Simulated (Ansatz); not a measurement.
# Co3O4: the cost of one run

Computed with Ansatz 0.2.0 (DFT PBEsol+U, PAW, plane waves, scalar-relativistic; U − J = 2.9 eV on Co d, unless a step's input says otherwise).

The COD cell was measured well above room temperature, so it is larger than a cold one.

## 1. The system as given

The structure is cubic, space group Fd-3m (No. 227). Conventional cell: a = 8.118 Å, b = 8.118 Å, c = 8.118 Å, α = 90.00°, β = 90.00°, γ = 90.00°. Co (site symmetry -43m) is surrounded by 4 O at 1.93 Å. Around Co (site symmetry -3m) lie 6 O at 1.93 Å. O (site symmetry 3m) is surrounded by 4 Co at 1.93 Å.

Coordinates:

```
CELL_PARAMETERS angstrom
0.00000 4.05890 4.05890
4.05890 0.00000 4.05890
4.05890 4.05890 0.00000
ATOMIC_POSITIONS crystal
Co 0.75000 0.75000 0.75000
Co 0.50000 0.50000 0.50000
Co 0.12500 0.12500 0.12500
Co 0.62500 0.12500 0.12500
Co 0.12500 0.12500 0.62500
Co 0.12500 0.62500 0.12500
O 0.88750 0.88750 0.88750
O 0.91250 0.36250 0.36250
O 0.88750 0.88750 0.33750
O 0.36250 0.91250 0.36250
O 0.33750 0.88750 0.88750
O 0.36250 0.36250 0.36250
O 0.88750 0.33750 0.88750
O 0.36250 0.36250 0.91250
```

Labels such as O14 number the atoms in the order of the input file.

The first starts: parallel moments, plain SCF; opposed moments +++---, plain SCF; no spin polarisation; spin on, no moments given (the program may seed its own), plain SCF; opposed moments ++++-+, plain SCF. What is tried next depends on their ends.

“Plain SCF” means no search for lower states. 

The total moment includes the space between the atomic spheres.

## 2. Parallel moments, plain SCF

The input, input.yaml:

```yaml
crystal:
  lattice:
    - [0.0, 4.0589, 4.0589]
    - [4.0589, 0.0, 4.0589]
    - [4.0589, 4.0589, 0.0]
  atoms:
    - { symbol: Co, position: [0.75, 0.75, 0.75], spin: 3.0 }
    - { symbol: Co, position: [0.5, 0.5, 0.5], spin: 3.0 }
    - { symbol: Co, position: [0.125, 0.125, 0.125], spin: 3.0 }
    - { symbol: Co, position: [0.625, 0.125, 0.125], spin: 3.0 }
    - { symbol: Co, position: [0.125, 0.125, 0.625], spin: 3.0 }
    - { symbol: Co, position: [0.125, 0.625, 0.125], spin: 3.0 }
    - { symbol: O, position: [0.8875, 0.8875, 0.8875] }
    - { symbol: O, position: [0.9125, 0.3625, 0.3625] }
    - { symbol: O, position: [0.8875, 0.8875, 0.3375] }
    - { symbol: O, position: [0.3625, 0.9125, 0.3625] }
    - { symbol: O, position: [0.3375, 0.8875, 0.8875] }
    - { symbol: O, position: [0.3625, 0.3625, 0.3625] }
    - { symbol: O, position: [0.8875, 0.3375, 0.8875] }
    - { symbol: O, position: [0.3625, 0.3625, 0.9125] }
magnetization:
  spin_polarized: true
hamiltonian:
  xc: pbesol
  pseudopotentials: { kind: paw }
  hubbard: { sites: [{ species: Co, l: d, u_eff: 2.9 }] }
basis:
  ecutwfc: 420
kpoints:
  mp_grid: { grid: [3, 3, 3] }
scf:
  occupations: { method: fermi_dirac, width: 0.05 }
  lower_state_search: "off"
output:
  forces: true
  stress: true
```

Launch:

```
$ ansatz run input.yaml --threads 4 --pin off --max-ram 9216MiB --backend cpu --events-out ev --progress --plain --runs-dir out
```

Q: Estimate wall time and peak memory on 4 threads of Arm Neoverse V2, shared host.

About 5.3 s, with a peak of 0.58 GiB.
